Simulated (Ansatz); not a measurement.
# SnH₂ (triplet): the correlation ladder at distance Sn1–H2 = 1.715 Å, def2-SVP

Aim: climb from Hartree-Fock through coupled cluster and multireference methods for SnH₂ (triplet) at one geometry and basis, and see what each rung misses.

Computed with Ansatz 0.2.0, Gaussian basis. Level: def2-SVP, core rule «outside noble gas», up to 9 orbitals frozen.

To be run: UHF; CCSD(T) on ROHF; CCSD(T) on UHF; BCCD(T) on ROHF; CISD; CCSDT(Q) on ROHF; CCSDT(Q) on UHF; CASSCF and MRCISD+Q, 4 electrons in 4 orbitals; CASSCF and NEVPT2, 4 electrons in 4 orbitals; CASSCF and MRCISD+Q, 6 electrons in 6 orbitals; CASSCF and NEVPT2, 6 electrons in 6 orbitals; Full CI.

19 further runs of the same task are left out: 16 that didn't finish, 3 set aside as unsound or not needed.

### 1 The system

The geometry derives from a PBE0/def2-TZVP stationary point (not a proven minimum). One bond is set to the value named and the two fragments are kept rigid. No spin-orbit coupling is included. Elements past krypton take def2 core potentials.

3 atoms, charge 0, spin multiplicity 3.

Atoms are counted from 1 here; the program's logs count them from 0.

Bond lengths: Sn1–H2 1.715 Å, Sn1–H3 1.715 Å. Angles: H2–Sn1–H3 119.7°.

### 2 UHF

Input file in.yaml:

```yaml
crystal:
  periodic: [false, false, false]
  atoms:
    - {symbol: Sn, position_ang: [0.000000, -0.014391, 0.000000]}
    - {symbol: H, position_ang: [0.000000, 0.847453, -1.482753]}
    - {symbol: H, position_ang: [0.000000, 0.847453, 1.482753]}
basis:
  gaussian: {orbitals: def2-SVP}
magnetization: {spin_polarized: true, initial_magnetization: 2}
hamiltonian: {xc: hf}
output: {orbitals: {seedname: orbitals}}
```

Started as:

```console
$ ansatz run in.yaml --threads 1 --pin off --events-out ev --progress --plain --max-ram 2393MiB
```

After this run come: CCSD(T) on ROHF; CCSD(T) on UHF; BCCD(T) on ROHF; CISD; CCSDT(Q) on ROHF; CCSDT(Q) on UHF; CASSCF and MRCISD+Q, 4 electrons in 4 orbitals; CASSCF and NEVPT2, 4 electrons in 4 orbitals; CASSCF and MRCISD+Q, 6 electrons in 6 orbitals; CASSCF and NEVPT2, 6 electrons in 6 orbitals; Full CI.

Before running them: what should the planned runs give, taken together? Wanted: FCI below the RHF energy; RMP2 from FCI; UMP2 from FCI; RCCSD from FCI; RCCSD(T) from FCI; UCCSD(T) from FCI; RCCSDT(Q) from FCI; UCCSDT(Q) from FCI; NEVPT2 pair from FCI.

As calculated:

| quantity | value |
| --- | --- |
| FCI below the RHF energy | -2.3386 eV |
| RMP2 from FCI | +13.92 kcal/mol |
| UMP2 from FCI | +13.45 kcal/mol |
| RCCSD from FCI | +1.39 kcal/mol |
| RCCSD(T) from FCI | +0.35 kcal/mol |
| UCCSD(T) from FCI | -0.09 kcal/mol |
| RCCSDT(Q) from FCI | -0.02 kcal/mol |
| UCCSDT(Q) from FCI | -0.46 kcal/mol |
| NEVPT2 pair from FCI | +12.59 kcal/mol |
| MRCISD+Q pair from FCI | -0.39 kcal/mol |
| NEVPT2 valence from FCI | +9.56 kcal/mol |
| levels within 1 kcal/mol (43 meV) | UCCSD, RCCSD(T), UCCSD(T), BCCD(T), RCCSDT, UCCSDT, RCCSDT(Q), UCCSDT(Q), MRCISD+Q pair, MRCISD valence, MRCISD+Q valence |
| T1 diagnostic | 0.018 |
| effectively unpaired electrons | 2.03 |

**Reading.** RCCSD(T) misses by +0.35 kcal/mol, 0.7 % of the correlation energy. UCCSD(T), UCCSDT, UCCSDT(Q), MRCISD+Q pair, MRCISD+Q valence fall below full CI: unrestricted runs freeze a spin-polarised core, another one than full CI's, and coupled cluster isn't variational. One determinant dominates. Of the multireference levels listed MRCISD+Q valence comes nearest in total energy (-0.17 kcal/mol), which doesn't show that its space is the better one. These misses are within one basis, not against nature; the frozen cores of restricted and unrestricted runs differ, which can shift their rows.
